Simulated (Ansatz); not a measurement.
**C₅H₅F₃: small, medium and large basis sets**

One table from this session's results is given with a row withheld; the runs are named, their logs left out.

Program: Ansatz 0.2.0, Gaussian basis. Level of theory: one geometry, several basis sets. These are calculated values, not measurements.

The runs, in order: PBE0-D4/def2-SVP; ωB97M-V/def2-SVP; PBE0-D4/def2-QZVPP; ωB97M-V/def2-QZVPP; the functionals' def2-TZVPP values are taken from earlier runs.

## The geometry

An earlier PBE0-D4 in a triple-zeta def2 set relaxation fixed the geometry.

13 atoms, charge 0, spin multiplicity 1.

Atoms are counted from 1 here; the program's logs count them from 0.

Bond lengths: F1–C2 1.325 Å, C2–C3 1.326 Å, C2–C8 1.488 Å, C3–C4 1.485 Å, C3–H9 1.080 Å, C4–F5 1.394 Å, C4–C6 1.538 Å, C4–H10 1.093 Å, C6–F7 1.383 Å, C6–C8 1.526 Å, C6–H11 1.092 Å, C8–H12 1.093 Å, C8–H13 1.094 Å. Angles: F1–C2–C3 125.6°, F1–C2–C8 118.8°, C3–C2–C8 115.6°, C2–C3–C4 109.2°, C2–C3–H9 126.2°, C4–C3–H9 124.5°, C3–C4–F5 110.8°, C3–C4–C6 105.1°, C3–C4–H10 114.6°, F5–C4–C6 109.6°, F5–C4–H10 106.7°, C6–C4–H10 110.1°, C4–C6–F7 108.9°, C4–C6–C8 106.7°, C4–C6–H11 110.2°, F7–C6–C8 109.5°, F7–C6–H11 107.8°, C8–C6–H11 113.8° and more.

The first run:

File in.yaml:

```yaml
crystal:
  periodic: [false, false, false]
  atoms:
    - {symbol: F, position_ang: [1.812745, 1.814141, 0.614403]}
    - {symbol: C, position_ang: [0.900839, 0.940415, 0.214984]}
    - {symbol: C, position_ang: [0.262799, 0.968034, -0.947009]}
    - {symbol: C, position_ang: [-0.652518, -0.198908, -1.030178]}
    - {symbol: F, position_ang: [-0.196127, -1.121169, -1.969870]}
    - {symbol: C, position_ang: [-0.620573, -0.832684, 0.371083]}
    - {symbol: F, position_ang: [-1.805599, -0.539661, 1.021534]}
    - {symbol: C, position_ang: [0.542931, -0.186608, 1.117909]}
    - {symbol: H, position_ang: [0.394479, 1.700160, -1.730384]}
    - {symbol: H, position_ang: [-1.681060, 0.048388, -1.306702]}
    - {symbol: H, position_ang: [-0.543891, -1.918673, 0.291904]}
    - {symbol: H, position_ang: [0.216481, 0.155175, 2.102987]}
    - {symbol: H, position_ang: [1.389793, -0.863507, 1.264139]}
basis:
  gaussian: {orbitals: def2-SVP}
hamiltonian: {xc: pbe0, dispersion: d4}
output: {orbitals: {seedname: orbitals}}
```

Command:

```sh
$ ansatz run in.yaml --threads 4 --pin off --events-out ev --progress --plain --max-ram 11315MiB
```

Among the steps run: PBE0-D4 in def2-SVP; ωB97M-V in def2-SVP; PBE0-D4 in def2-QZVPP; ωB97M-V in def2-QZVPP.

One of the session's tables, all rows but one given; the rest of the session is left out.

It belongs to the step «Functionals by basis». 

| functional | basis | HOMO (eV) | LUMO (eV) |
| --- | --- | --- | --- |
| PBE0-D4 | def2-SVP | ? | ? |
| PBE0-D4 | def2-TZVPP | -7.84 | -0.14 |
| PBE0-D4 | def2-QZVPP | -7.88 | -0.22 |
| ωB97M-V | def2-SVP | -10.00 | 2.24 |
| ωB97M-V | def2-TZVPP | -10.08 | 2.01 |
| ωB97M-V | def2-QZVPP | -10.12 | 1.79 |

**Question.** Estimate the row for PBE0-D4, def2-SVP.

The run gave: HOMO (eV): -7.78; LUMO (eV): 0.02. In the column «HOMO (eV)» it is the highest.
